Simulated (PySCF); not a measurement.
# C2H7O2PSi: the cost of one run

The runs use PySCF 2.14.0, with density-fitted response routines of our own; the level of theory stands in each step. All values are computed, except where a source is named. Atoms count from 0, in the outputs and in this text.

### Step 1. The molecule as given

13 atoms, charge 0, multiplicity 1; geometry from: GFN2-xTB. The atoms were then displaced at random by about 0.01 Å, so the start is not that level's minimum.

Bonds of the start (Å): P0–Si1 2.23, Si1–O2 1.65, O2–C3 1.36, C3–C4 1.53, C4–O5 1.40, O5–Si1 1.64, P0–H6 1.37, P0–H7 1.36, Si1–H8 1.47, C3–H9 1.12, C3–H10 1.09, C4–H11 1.10, C4–H12 1.09.

### Step 2. Relaxing the molecule at PBE0-D3(BJ)/def2-SVP

The job: settings as JSON, then the geometry in Å.

```
{"job": {"xc": "PBE0", "basis": "def2-SVP", "d3": "d3bj", "grid": 1, "shake": 0.01, "kind": "geom"}, "charge": 0, "multiplicity": 1}
P      2.551760     0.758110    -0.753010
Si     0.847720    -0.442460     0.031080
O     -0.388560    -0.583220    -1.058300
C     -1.518300    -0.011070    -0.571190
C     -1.346630     0.330030     0.906180
O      0.026090     0.443300     1.142790
H      3.365920     0.530690     0.323200
H      3.074450    -0.252410    -1.501650
H      1.125500    -1.776580     0.571020
H     -2.368540    -0.732590    -0.684800
H     -1.777390     0.880970    -1.146290
H     -1.808120     1.286000     1.189720
H     -1.778080    -0.447660     1.540930
```

Command:

```bash
OMP_NUM_THREADS=1 python probes_run.py task.json out
```

One launch serves the whole session: the jobs run in the order shown.

Q: Estimate the wall time and peak memory of this first job on 1 thread of Arm Neoverse V2, shared host.

About 2 min, with a peak of 0.49 GiB.
